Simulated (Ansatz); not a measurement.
I need energies of removing a hydrogen of ClH4NSnTe, SMILES [NH2][SnH]([Cl])[TeH]. Use the Python package of Ansatz (0.2.0). Settings (for the species named): PBE0, def2-SVP basis, multiplicity 1.

```xyz
8

N    -0.0767    1.7546   -0.4991
Sn    0.5174   -0.1026   -0.0434
Cl    1.7375   -0.0314    1.9385
Te   -1.5894   -1.7388    0.2936
H    -0.7424    2.0986    0.2547
H    -0.7326    1.7244   -1.3570
H     1.5485   -0.7113   -1.3374
H    -0.5702   -3.0506    0.6943
```

`run_bde.py`:
```python
"""Cost of removing each kind of hydrogen from ClH4NSnTe, fragments frozen."""

import ansatz as az


def energy_of(molecule, charge=0, unpaired=0):
    calc = (
        molecule.calculation()
        .basis(gaussian="def2-SVP")
        .functional("PBE0")
    )
    if charge:
        calc = calc.charge(charge)
    if unpaired:
        calc = calc.spin("collinear", total=unpaired)
    report = calc.run(threads=1, backend="cpu").report
    if report["published_state_doubts"]:
        print("  doubts:", report["published_state_doubts"])
    return report["free_energy_ev"]

def without(molecule, index):
    rest = az.Crystal.molecule()
    for i, site in enumerate(molecule.cartesian_sites):
        if i != index:
            rest = rest.atom(site.symbol, site.position_ang)
    return rest


def main() -> None:
    mol = (
        az.Crystal.molecule()
        .atom("N", (-0.0767, 1.7546, -0.4991))
        .atom("Sn", (0.5174, -0.1026, -0.0434))
        .atom("Cl", (1.7375, -0.0314, 1.9385))
        .atom("Te", (-1.5894, -1.7388, 0.2936))
        .atom("H", (-0.7424, 2.0986, 0.2547))
        .atom("H", (-0.7326, 1.7244, -1.357))
        .atom("H", (1.5485, -0.7113, -1.3374))
        .atom("H", (-0.5702, -3.0506, 0.6943))
    )

    whole = energy_of(mol, 0)
    hydrogen = energy_of(az.Crystal.molecule().atom("H", (0, 0, 0)), 0, 1)
    print(f"E(molecule) = {whole:.5f} eV, E(H) = {hydrogen:.5f} eV")
    for index in [5, 6, 7]:
        radical = energy_of(without(mol, index), 0, 1)
        print(f"H{index}: homolysis {96.485332 * (radical + hydrogen - whole):.1f} kJ/mol")


if __name__ == "__main__":
    main()
```

```console
$ python run_bde.py
E(molecule) = -27193.38674 eV, E(H) = -13.61361 eV
H5: homolysis 456.6 kJ/mol
H6: homolysis 288.8 kJ/mol
H7: homolysis 290.6 kJ/mol
```

Total energies depend on the basis set; only differences at equal settings carry meaning. The geometry is a force-field or estimated start, not a minimum of this method, and the basis set is short of its limit. All parts are taken at fixed geometry, without zero-point energy. def2 sets replace the cores of elements past krypton by effective core potentials. The spin-orbit lowering of heavy atoms is left out. Wall time of the script: 49 s on 1 thread of Arm Neoverse V1, on a shared host, peak memory 0.46 GiB.
